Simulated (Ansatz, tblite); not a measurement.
# VH4: rung by rung

How do method and basis change the picture of VH4 (doublet)?

Computed with Ansatz 0.2.0, Gaussian basis. Level: as each input shows.

The runs, in order: GFN1-xTB, GFN2-xTB, PBE-D4/def2-TZVP, r2SCAN-D4/def2-TZVP, PBE-QIDH/def2-TZVP, ωB97M-V/def2-TZVP, CAM-B3LYP-D4/def2-TZVP, LC-ωPBE/def2-TZVP, B2PLYP/def2-TZVP, LDA/def2-TZVP, HSE06-D4/def2-TZVP, PBE-D4/def2-SVP, PBE0-D4/def2-SVP, HF/STO-3G, PBE0-D4/def2-TZVPD, PBE-D4/def2-TZVPD, r2SCAN-D4/def2-TZVPD, CCSD(T)/def2-TZVPP, MP2/def2-TZVP, RPA/def2-TZVP, CCSD(T)/def2-TZVPD.

## 1. The geometry

The doublet was relaxed beforehand with PBE0-D4/def2-TZVP.

5 atoms, charge 0, spin multiplicity 2.

Bond lengths: V1–H2 1.634 Å, V1–H3 1.634 Å, V1–H4 1.634 Å, V1–H5 1.634 Å. Angles: H2–V1–H3 102.4°, H2–V1–H4 113.1°, H2–V1–H5 113.1°, H3–V1–H4 113.1°, H3–V1–H5 113.1°, H4–V1–H5 102.4°.

Formally the metal is d1. No spin-orbit coupling is included.

PBE0-D4/def2-TZVP was run before; its log isn't repeated, and its numbers join the tables.

## 2. GFN1-xTB

Tight binding, by tblite at 300 K electronic temperature and without a spin-polarisation term:

```python
tblite.interface.Calculator('GFN1-xTB', numbers, positions, charge=0, uhf=1).singlepoint()
```

Energy -94.7271 eV; 0.002 s.

## 3. GFN2-xTB

Tight binding, by tblite at 300 K electronic temperature and without a spin-polarisation term:

```python
tblite.interface.Calculator('GFN2-xTB', numbers, positions, charge=0, uhf=1).singlepoint()
```

Energy -106.6557 eV; 0.001 s.

## 4. PBE-D4/def2-TZVP

start.molden holds the orbitals of an earlier run on this state, given as this run's starting guess.

Input file in.yaml:

```yaml
crystal:
  periodic: [false, false, false]
  atoms:
    - {symbol: V, position_ang: [-0.000016, -0.000002, -0.000012]}
    - {symbol: H, position_ang: [0.110439, -0.016838, 1.629959]}
    - {symbol: H, position_ang: [1.568014, 0.009373, -0.458799]}
    - {symbol: H, position_ang: [-0.842902, 1.277288, -0.572170]}
    - {symbol: H, position_ang: [-0.835525, -1.269831, -0.598978]}
basis:
  gaussian: {orbitals: def2-TZVP, initial_orbitals: start.molden}
magnetization: {spin_polarized: true, initial_magnetization: 1}
hamiltonian: {xc: pbe, dispersion: d4}
scf: {omitted_lower_state_checks: [starts]}
output: {orbitals: {seedname: orbitals}}
```

Run with:

```console
$ ansatz run in.yaml --threads 4 --pin off --events-out ev --progress --plain --max-ram 3916MiB
```

The runs that follow: r2SCAN-D4/def2-TZVP; PBE-QIDH/def2-TZVP; ωB97M-V/def2-TZVP; CAM-B3LYP-D4/def2-TZVP; LC-ωPBE/def2-TZVP; B2PLYP/def2-TZVP; LDA/def2-TZVP; HSE06-D4/def2-TZVP; PBE-D4/def2-SVP; PBE0-D4/def2-SVP; HF/STO-3G; PBE0-D4/def2-TZVPD; PBE-D4/def2-TZVPD; r2SCAN-D4/def2-TZVPD; CCSD(T)/def2-TZVPP; MP2/def2-TZVP; RPA/def2-TZVP; CCSD(T)/def2-TZVPD.

**Question.** What will the summary of the whole plan be? Wanted: gap in def2-TZVP, named functionals, smallest and largest; correlation energy, CCSD(T)/def2-TZVPP; correlation energy, MP2/def2-TZVP; correlation energy, CCSD(T)/def2-TZVPD; binding an atom, functionals in def2-TZVP; ⟨S²⟩ in def2-TZVP, named functionals, smallest and largest; PBE0 total energy, smallest basis above largest.

As calculated:

| quantity | value |
| --- | --- |
| gap in def2-TZVP, named functionals, smallest and largest | 0.25 eV (PBE-D4), 9.99 eV (LC-ωPBE) |
| correlation energy, CCSD(T)/def2-TZVPP | -15.34 eV |
| correlation energy, MP2/def2-TZVP | -11.35 eV |
| correlation energy, CCSD(T)/def2-TZVPD | -13.17 eV |
| binding an atom, functionals in def2-TZVP | 1.88 (ωB97M-V) to 1.93 eV (CAM-B3LYP-D4) |
| ⟨S²⟩ in def2-TZVP, named functionals, smallest and largest | 0.766, 0.789 |
| PBE0 total energy, smallest basis above largest | 3.62 eV (def2-SVP, def2-TZVPD) |

In words: Over the named functionals in def2-TZVP the gap runs from 0.25 eV (PBE-D4) to 9.99 eV (LC-ωPBE); exact exchange widens it. LDA leaves an empty level below a filled one, so this occupation isn't an aufbau state there; left out of the range. Over the named functionals in def2-TZVP spin contamination reaches 0.04 (HSE06-D4), which is small. Notes on CCSD(T)/def2-TZVPP: large T1 diagnostic, spin contamination.
